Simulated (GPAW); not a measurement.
# InH2ClO (SMILES [OH][InH][Cl]): a chain of runs, part 3 of 3

GPAW 26.7.0.

**4. The excited states at TD-AM05/dzp (scalar-relativistic datasets, restrict set) (run 3)**

Input file relaxed.xyz:

```xyz
5
Lattice="13.060832 0.0 0.0 0.0 13.456707 0.0 0.0 0.0 11.491068" Properties=species:S:1:pos:R:3:magmoms:R:1:forces:R:3 free_energy=-16.219439831714922 energy=-16.219439831714922 dipole="-0.03853041456502194 0.2534166480276715 -0.061221108621238716" magmom=0.0 pbc="F F F"
O        5.30657046       6.74398211       4.96108061       0.00000000      -0.01180869       0.00867135      -0.00652188
In       7.15731284       6.97731672       5.63311153       0.00000000      -0.00033646      -0.01188537       0.00624840
Cl       8.06837074       4.96263831       6.51772038       0.00000000       0.00165594      -0.00869197      -0.01941564
H        4.84468037       5.85753067       5.06696420       0.00000000       0.01037962      -0.02386676       0.00061425
H        7.97688716       8.47684111       5.56964280       0.00000000      -0.00405241      -0.01572523      -0.00486463
```

Input file mol_lr.py:

```python
from ase.io import read
from ase.units import Hartree
from gpaw import GPAW, setup_paths
from gpaw.atom.configurations import parameters
from gpaw.atom.generator import Generator
from gpaw.lrtddft import LrTDDFT

molecule = read('relaxed.xyz')

for symbol in ['Cl', 'H', 'In', 'O']:
    Generator(symbol, xcname='AM05', scalarrel=True, nofiles=True, txt=None).run(**parameters[symbol])
setup_paths.insert(0, '.')

gpaw_calc = GPAW(mode='lcao',
                 basis='dzp',
                 h=0.2,
                 xc='AM05',
                 nbands='nao',
                 maxiter=100,
                 symmetry='off',
                 legacy_gpaw=True,
                 txt='-')
molecule.calc = gpaw_calc
molecule.get_potential_energy()

lr = LrTDDFT(gpaw_calc, restrict={'jend': 19, 'istart': 10}, txt='lr.txt')
lr.diagonalize()
energies = [x.get_energy() * Hartree for x in lr][:4]
strengths = [x.get_oscillator_strength()[0] for x in lr][:4]
for n, (e, f) in enumerate(zip(energies, strengths), 1):
    print(f'{n:3d} {e:8.3f} eV  f = {f:.4f}')
lr.analyse(range(4))
```

On the command line:

```sh
$ python mol_lr.py
```

What it wrote:

```text
___ ___ ___ _ _ _
 |   |   |_  | | | |
 | | | | | . | | | |
 |__ |  _|___|_____|  26.7.0
 |___|_|

units:  Angstrom and eV
cores:  1
OpenMP: False

Versions:
  Python: 3.12.14
  ASE:    3.29.0
  Numpy:  2.5.5
  Scipy:  1.18.1
  Libxc:  7.0.0

        _gpaw.cpython-312-aarch64-linux-gnu.so

Input parameters:
  basis: dzp
  h: 0.2
  maxiter: 100
  mode: lcao
  nbands: nao
  symmetry: off
  xc: AM05

System changes: positions, numbers, cell, pbc, initial_charges, initial_magmoms

Initialize ...

species:
  O:
    name:    Oxygen
    Z:       8.0
    valence: 6
    core:    2
    charge:  0.0  # [|e|]
    file:    O.AM05
    compensation charges:
      type: gauss
      rc: 0.21  # [Å]
      lmax: 2
    cutoffs:
      filter: 1.17  # [Å]
      core: 0.83  # [Å]
    projectors
    | kind |    occ | energy [eV] | rcut [Å] |
    |------|--------|-------------|----------|
    |   2s |  2.000 |     -23.729 |    0.688 |
    |   2p |  4.000 |      -8.955 |    0.598 |
    |    s |        |       3.482 |    0.688 |
    |    p |        |      18.256 |    0.598 |
    |    d |        |       0.000 |    0.619 |

    LCAO basis set for O:
      Name: dzp
      File: O.dzp.basis.gz
      Number of radial functions: 5
      Number of spherical harmonics: 13
        l=0, rc=4.3438 Bohr: 2s-sz confined orbital
        l=1, rc=5.3906 Bohr: 2p-sz confined orbital
        l=0, rc=2.2969 Bohr: 2s-dz split-valence wave
        l=1, rc=2.8906 Bohr: 2p-dz split-valence wave
        l=2, rc=5.3906 Bohr: d-type Gaussian polarization
      Number of RI-basis functions 0

  In:
    name:    Indium
    Z:       49.0
    valence: 13
    core:    36
    charge:  0.0  # [|e|]
    file:    In.AM05
    compensation charges:
      type: gauss
      rc: 0.36  # [Å]
      lmax: 2
    cutoffs:
      filter: 2.09  # [Å]
      core: 2.48  # [Å]
    projectors
    | kind |    occ | energy [eV] | rcut [Å] |
    |------|--------|-------------|----------|
    |   5s |  2.000 |      -8.203 |    1.185 |
    |   5p |  1.000 |      -2.475 |    1.244 |
    |   4d | 10.000 |     -18.606 |    1.148 |
    |    s |        |      19.008 |    1.185 |
    |    p |        |      24.736 |    1.244 |
    |    d |        |       8.606 |    1.148 |

    LCAO basis set for In:
      Name: dzp
      File: In.dzp.basis.gz
      Number of radial functions: 7
      Number of spherical harmonics: 23
        l=0, rc=7.7188 Bohr: 5s-sz confined orbital
        l=1, rc=10.7500 Bohr: 5p-sz confined orbital
        l=2, rc=4.4219 Bohr: 4d-sz confined orbital
        l=0, rc=4.5312 Bohr: 5s-dz split-valence wave
        l=1, rc=6.4688 Bohr: 5p-dz split-valence wave
        l=2, rc=2.7344 Bohr: 4d-dz split-valence wave
        l=2, rc=10.7500 Bohr: d-type Gaussian polarization
      Number of RI-basis functions 0

  Cl:
    name:    Chlorine
    Z:       17.0
    valence: 7
    core:    10
    charge:  0.0  # [|e|]
    file:    Cl.AM05
    compensation charges:
      type: gauss
      rc: 0.25  # [Å]
      lmax: 2
    cutoffs:
      filter: 1.40  # [Å]
      core: 1.49  # [Å]
    projectors
    | kind |    occ | energy [eV] | rcut [Å] |
    |------|--------|-------------|----------|
    |   3s |  2.000 |     -20.558 |    0.794 |
    |   3p |  5.000 |      -8.534 |    0.794 |
    |    s |        |       6.653 |    0.794 |
    |    p |        |      18.678 |    0.794 |
    |    d |        |       0.000 |    0.794 |

[... 43 lines left out ...]
Reference energy: -174417.842346  # eV
[... 3 lines left out ...]
Convergence criteria:
 Maximum [total energy] change in last 3 cyles: 0.0005 eV / valence electron
[... 4 lines left out ...]
 the SCF output indicates the quantity has converged.)
[... 9 lines left out ...]
       k-points in crystal coordinates                weights
[... 61 lines left out ...]
Bands to converge: occupied
[... 39 lines left out ...]
Unit cell:
           periodic     x           y           z      points  spacing
  1. axis:    no    13.060832    0.000000    0.000000    64     0.2041
  2. axis:    no     0.000000   13.456707    0.000000    68     0.1979
  3. axis:    no     0.000000    0.000000   11.491068    56     0.2052

  Lengths:  13.060832  13.456707  11.491068
  Angles:   90.000000  90.000000  90.000000

Effective grid spacing dv^(1/3) = 0.2024

iter:   1 hh:mm:ss   -19.142230        c
iter:   2 hh:mm:ss   -18.712585        c -1.00
iter:   3 hh:mm:ss   -17.471032        c -1.03
iter:   4 hh:mm:ss   -17.453431        c -1.46
[... 5 lines of this table left out ...]
iter:  10 hh:mm:ss   -17.404216c       c -4.31c

Converged after 10 iterations.

Dipole moment: (-0.028530, 0.236147, -0.057439) |e|*Ang

Energy contributions relative to reference atoms: (reference = -174417.842346)

Kinetic:        +26.028967
Potential:      -25.396699
External:        +0.000000
XC:             -18.593910
Entropy (-ST):   +0.000000
Local:           +0.557426
SIC:             +0.000000
--------------------------
Free energy:    -17.404216
Extrapolated:   -17.404216

 Band  Eigenvalues  Occupancy
    0    -23.62520    2.00000
    1    -20.15754    2.00000
    2    -19.61071    2.00000
[... 55 lines of this table left out ...]
   58     70.86907    0.00000

Fermi level: -4.39199

Gap: 4.679 eV
Transition (v -> c):
  (s=0, k=0, n=13, [0.00, 0.00, 0.00]) -> (s=0, k=0, n=14, [0.00, 0.00, 0.00])
No difference between direct/indirect transitions
Initializing position-dependent things.

         .-------------------------------.
        /|                               |
       / |                               |
      /  |                               |
     /   |                               |
    /    |                               |
   /     |                               |
  /      |                               |
 *       |                               |
 |       |                               |
 |       |                H              |
 |       |             ICl               |
 |       |      H O                      |
 |       |                               |
 |       .-------------------------------.
 |      /                               /
 |     /                               /
 |    /                               /
 |   /                               /
 |  /                               /
 | /                               /
 |/                               /
 *-------------------------------*

Atomic positions and initial magnetic moments

Positions:
   0 O      5.306570    6.743982    4.961081    ( 0.0000,  0.0000,  0.0000)
   1 In     7.157313    6.977317    5.633112    ( 0.0000,  0.0000,  0.0000)
   2 Cl     8.068371    4.962638    6.517720    ( 0.0000,  0.0000,  0.0000)
   3 H      4.844680    5.857531    5.066964    ( 0.0000,  0.0000,  0.0000)
   4 H      7.976887    8.476841    5.569643    ( 0.0000,  0.0000,  0.0000)

Unit cell:
           periodic     x           y           z      points  spacing
  1. axis:    no    13.060832    0.000000    0.000000    64     0.2041
  2. axis:    no     0.000000   13.456707    0.000000    68     0.1979
  3. axis:    no     0.000000    0.000000   11.491068    56     0.2052

  Lengths:  13.060832  13.456707  11.491068
  Angles:   90.000000  90.000000  90.000000

Effective grid spacing dv^(1/3) = 0.2024

iter:   1 hh:mm:ss   -17.404216        c      c
iter:   2 hh:mm:ss   -17.404216        c      c
iter:   3 hh:mm:ss   -17.404216c       c      c

Converged after 3 iterations.

Dipole moment: (-0.028530, 0.236147, -0.057439) |e|*Ang

Energy contributions relative to reference atoms: (reference = -174417.842346)

Kinetic:        +26.028967
Potential:      -25.396699
External:        +0.000000
XC:             -18.593910
Entropy (-ST):   +0.000000
Local:           +0.557426
SIC:             +0.000000
--------------------------
Free energy:    -17.404216
Extrapolated:   -17.404216

 Band  Eigenvalues  Occupancy
    0    -23.62520    2.00000
    1    -20.15754    2.00000
    2    -19.61071    2.00000
[... 55 lines of this table left out ...]
   58     70.86907    0.00000

Fermi level: -4.39199

Gap: 4.679 eV
Transition (v -> c):
  (s=0, k=0, n=13, [0.00, 0.00, 0.00]) -> (s=0, k=0, n=14, [0.00, 0.00, 0.00])
No difference between direct/indirect transitions
  1    4.838 eV  f = 0.0040
  2    4.880 eV  f = 0.0008
  3    4.958 eV  f = 0.0053
  4    5.298 eV  f = 0.0285
0: E=4.838 eV, f=0.0039752, (0.001499,0.0014813,0.0089454)
  12->15 u 0.419
  13->14 u 0.552
  13->15 u 0.0182
  rest=0.0113
1: E=4.880 eV, f=0.00075456, (0.00061092,0.00023662,0.0014161)
  12->15 u 0.565
  13->14 u 0.428
  rest=0.00713
2: E=4.958 eV, f=0.0053078, (0.0072005,0.0084332,0.0002896)
  10->14 u 0.012
  12->14 u 0.596
  13->15 u 0.387
  rest=0.0054
3: E=5.298 eV, f=0.028474, (0.044931,0.037934,0.0025576)
  10->14 u 0.369
  11->14 u 0.0278
  11->15 u 0.0751
  12->14 u 0.261
  13->15 u 0.246
  rest=0.0217
```

lr.txt:

```text
Kohn-Sham single transitions

KSS 24 transitions (restrict={'jend': 19, 'istart': 10})
KSS TRK sum 1.93143 (2.36639,2.41866,1.00924)
KSS polarisabilities(l=0-3) 1.93143, 35.5948, 874.383, 24398.9

Linear response TDDFT calculation

RPA 24 transitions
RPA kss[0]= # <KSSingle> 10->14 0(0) eji=5.30523[eV] (0.436221,-0.501008,0.332015)
RPA estimated time left 17s
RPA kss[1]= # <KSSingle> 10->15 0(0) eji=5.38714[eV] (0.0311502,0.0296941,0.0962693)
RPA estimated time left 11s
RPA kss[2]= # <KSSingle> 10->16 0(0) eji=7.52265[eV] (0.0656176,-0.404796,0.121871)
RPA estimated time left 10s
RPA kss[3]= # <KSSingle> 10->17 0(0) eji=9.3886[eV] (-0.0196694,0.212775,-0.0839065)
RPA estimated time left 10s
RPA kss[4]= # <KSSingle> 10->18 0(0) eji=10.6117[eV] (0.520266,0.0823473,0.184283)
RPA estimated time left 9s
RPA kss[5]= # <KSSingle> 10->19 0(0) eji=11.4353[eV] (0.249609,-0.192522,0.145975)
RPA estimated time left 8s
RPA kss[6]= # <KSSingle> 11->14 0(0) eji=5.16635[eV] (-0.125087,0.0902658,0.180021)
RPA estimated time left 7s
RPA kss[7]= # <KSSingle> 11->15 0(0) eji=5.24826[eV] (0.072782,0.440614,-0.0815346)
RPA estimated time left 7s
RPA kss[8]= # <KSSingle> 11->16 0(0) eji=7.38377[eV] (-0.0262177,0.043167,-0.00565655)
RPA estimated time left 6s
RPA kss[9]= # <KSSingle> 11->17 0(0) eji=9.24972[eV] (0.057357,-0.0485583,-0.103285)
RPA estimated time left 6s
RPA kss[10]= # <KSSingle> 11->18 0(0) eji=10.4728[eV] (-0.0701907,-0.0102187,0.013514)
RPA estimated time left 5s
RPA kss[11]= # <KSSingle> 11->19 0(0) eji=11.2964[eV] (0.00131099,-0.0103953,-0.107688)
RPA estimated time left 4s
RPA kss[12]= # <KSSingle> 12->14 0(0) eji=4.72821[eV] (-0.402201,-0.0206818,-0.165606)
RPA estimated time left 4s
RPA kss[13]= # <KSSingle> 12->15 0(0) eji=4.81013[eV] (-0.085393,0.0245797,-0.0131335)
RPA estimated time left 3s
RPA kss[14]= # <KSSingle> 12->16 0(0) eji=6.94563[eV] (0.163853,-0.278219,0.156394)
RPA estimated time left 3s
RPA kss[15]= # <KSSingle> 12->17 0(0) eji=8.81158[eV] (0.248163,-0.160521,0.136564)
RPA estimated time left 3s
RPA kss[16]= # <KSSingle> 12->18 0(0) eji=10.0347[eV] (-0.292886,0.538192,-0.257331)
RPA estimated time left 2s
RPA kss[17]= # <KSSingle> 12->19 0(0) eji=10.8583[eV] (0.0628046,0.252986,-0.0574359)
RPA estimated time left 2s
RPA kss[18]= # <KSSingle> 13->14 0(0) eji=4.67907[eV] (-0.112467,0.0617923,0.0522757)
RPA estimated time left 1s
RPA kss[19]= # <KSSingle> 13->15 0(0) eji=4.76098[eV] (0.50257,-0.161704,0.245824)
RPA estimated time left 1s
RPA kss[20]= # <KSSingle> 13->16 0(0) eji=6.89649[eV] (0.0557866,-0.0610416,-0.15187)
RPA estimated time left 1s
RPA kss[21]= # <KSSingle> 13->17 0(0) eji=8.76244[eV] (0.0363523,-0.0144017,0.033366)
RPA estimated time left 0s
RPA kss[22]= # <KSSingle> 13->18 0(0) eji=9.98555[eV] (-0.0537177,0.0445107,-0.0347943)
RPA estimated time left 0s
RPA kss[23]= # <KSSingle> 13->19 0(0) eji=10.8091[eV] (-0.0681938,0.0632247,0.132837)
XC 24 transitions
XC kss[0]
XC estimated time left 39s
XC kss[1]
XC estimated time left 37s
XC kss[2]
XC estimated time left 35s
XC kss[3]
XC estimated time left 33s
XC kss[4]
XC estimated time left 32s
XC kss[5]
XC estimated time left 30s
XC kss[6]
XC estimated time left 28s
XC kss[7]
XC estimated time left 26s
XC kss[8]
XC estimated time left 24s
XC kss[9]
XC estimated time left 22s
XC kss[10]
XC estimated time left 21s
XC kss[11]
XC estimated time left 19s
XC kss[12]
XC estimated time left 17s
XC kss[13]
XC estimated time left 15s
XC kss[14]
XC estimated time left 14s
XC kss[15]
XC estimated time left 12s
XC kss[16]
XC estimated time left 10s
XC kss[17]
XC estimated time left 9s
XC kss[18]
XC estimated time left 7s
XC kss[19]
XC estimated time left 6s
XC kss[20]
XC estimated time left 4s
XC kss[21]
XC estimated time left 3s
XC kss[22]
XC estimated time left 1s
XC kss[23]
# diagonalize: 24 transitions original
# diagonalize: 24 transitions now
LrTDDFT digonalized:
  <LrTDDFTExcitation> om=4.83762[eV] |me|=0.0772195 (-0.35,0.35,0.87)
  <LrTDDFTExcitation> om=4.88046[eV] |me|=0.0336428 (0.52,-0.32,-0.79)
  <LrTDDFTExcitation> om=4.95752[eV] |me|=0.0892281 (0.67,0.73,0.13)
  <LrTDDFTExcitation> om=5.29821[eV] |me|=0.206668 (-0.73,-0.67,-0.17)
  <LrTDDFTExcitation> om=5.37305[eV] |me|=0.176449 (-0.42,0.23,0.88)
  <LrTDDFTExcitation> om=5.51978[eV] |me|=0.159311 (-0.38,0.21,0.90)
  <LrTDDFTExcitation> om=6.00949[eV] |me|=0.401384 (0.08,-0.96,0.28)
  <LrTDDFTExcitation> om=6.96116[eV] |me|=0.278207 (-0.92,-0.38,-0.11)
  <LrTDDFTExcitation> om=7.0424[eV] |me|=0.192941 (0.19,-0.46,-0.87)
  <LrTDDFTExcitation> om=7.44961[eV] |me|=0.252601 (-0.85,0.25,-0.47)
  <LrTDDFTExcitation> om=7.51152[eV] |me|=0.448017 (-0.86,0.23,-0.45)
  <LrTDDFTExcitation> om=8.02428[eV] |me|=0.490151 (0.15,-0.94,0.29)
  <LrTDDFTExcitation> om=8.84989[eV] |me|=0.0291437 (-0.32,-0.46,-0.83)
  <LrTDDFTExcitation> om=8.9835[eV] |me|=0.318447 (-0.80,0.42,-0.43)
  <LrTDDFTExcitation> om=9.28114[eV] |me|=0.128268 (0.47,-0.20,-0.86)
  <LrTDDFTExcitation> om=9.71477[eV] |me|=0.192345 (-0.14,0.93,-0.34)
  <LrTDDFTExcitation> om=10.0654[eV] |me|=0.0186546 (0.37,0.58,0.73)
  <LrTDDFTExcitation> om=10.5175[eV] |me|=0.0521495 (-0.52,-0.01,0.85)
  <LrTDDFTExcitation> om=10.7794[eV] |me|=0.524932 (0.12,-0.94,0.32)
  <LrTDDFTExcitation> om=10.8431[eV] |me|=0.172304 (0.43,-0.62,-0.65)
  <LrTDDFTExcitation> om=10.9383[eV] |me|=0.417775 (0.12,0.97,-0.22)
  <LrTDDFTExcitation> om=11.3278[eV] |me|=0.390129 (-0.97,0.14,-0.20)
  <LrTDDFTExcitation> om=11.3401[eV] |me|=0.426266 (0.84,-0.07,0.54)
  <LrTDDFTExcitation> om=11.8313[eV] |me|=1.01484 (-0.71,0.55,-0.43)
Timing:          incl.     excl.
---------------------------------------
diagonalize:     0.001     0.000   0.0% |
 build:          0.000     0.000   0.0% |
 clean:          0.000     0.000   0.0% |
 omega:          0.001     0.001   0.0% |
Other:          56.821    56.821 100.0% |---------------------------------------|
---------------------------------------
Total:                    56.822 100.0%

Memory usage: 551.66 MiB
```

It took 70 s on 1 thread of Arm Neoverse V2, shared host; peak memory 0.54 GiB.

The roots found:

```tsv
excited state	energy (eV)	strength
1	4.838	0.0040
2	4.880	0.0008
3	4.958	0.0053
4	5.298	0.0285
```

**5. Results**

The summary covers parts 1 to 3.

```
                                                                                 quantity             value
              run 1, AM05/dz(dzp): energy as printed (from the program's reference atoms)       -16.2194 eV
                                                       run 1, AM05/dz(dzp): dipole moment            1.27 D
                                                         run 1, AM05/dz(dzp): HOMO energy          -6.77 eV
                                                         run 1, AM05/dz(dzp): LUMO energy          -2.19 eV
                                                       run 1, AM05/dz(dzp): HOMO–LUMO gap           4.58 eV
                                          run 2, AM05/dz(dzp): lowest harmonic wavenumber          268 cm⁻¹
                                         run 2, AM05/dz(dzp): highest harmonic wavenumber         3463 cm⁻¹
                                                   run 2, AM05/dz(dzp): zero-point energy       52.5 kJ/mol
run 2, AM05/dz(dzp): ideal-gas entropy at 200 K and 101325 Pa (symmetry number 1 as used)  67.3 cal/(mol K)
               run 3, TD-AM05/dzp: energy as printed (from the program's reference atoms)       -17.4042 eV
              run 3, TD-AM05/dzp: dipole moment (of the density that the program reports)            1.18 D
                                run 3, TD-AM05/dzp: HOMO energy (AM05 Kohn–Sham orbitals)          -6.73 eV
                                run 3, TD-AM05/dzp: LUMO energy (AM05 Kohn–Sham orbitals)          -2.05 eV
                              run 3, TD-AM05/dzp: HOMO–LUMO gap (AM05 Kohn–Sham orbitals)           4.68 eV
                                     run 3, TD-AM05/dzp: lowest singlet excitation energy           4.84 eV
```

**Reading.** The optimisation (run 1, AM05/dz(dzp)) took 10 steps and changed the energy by -0.057 eV. All 9 modes (run 2, AM05/dz(dzp)) are real, so the shape is a minimum at this level. The brightest of the 4 transitions from the ground state lies at 5.30 eV (234 nm, f = 0.028); the lowest, at 4.84 eV, has f = 0.004.
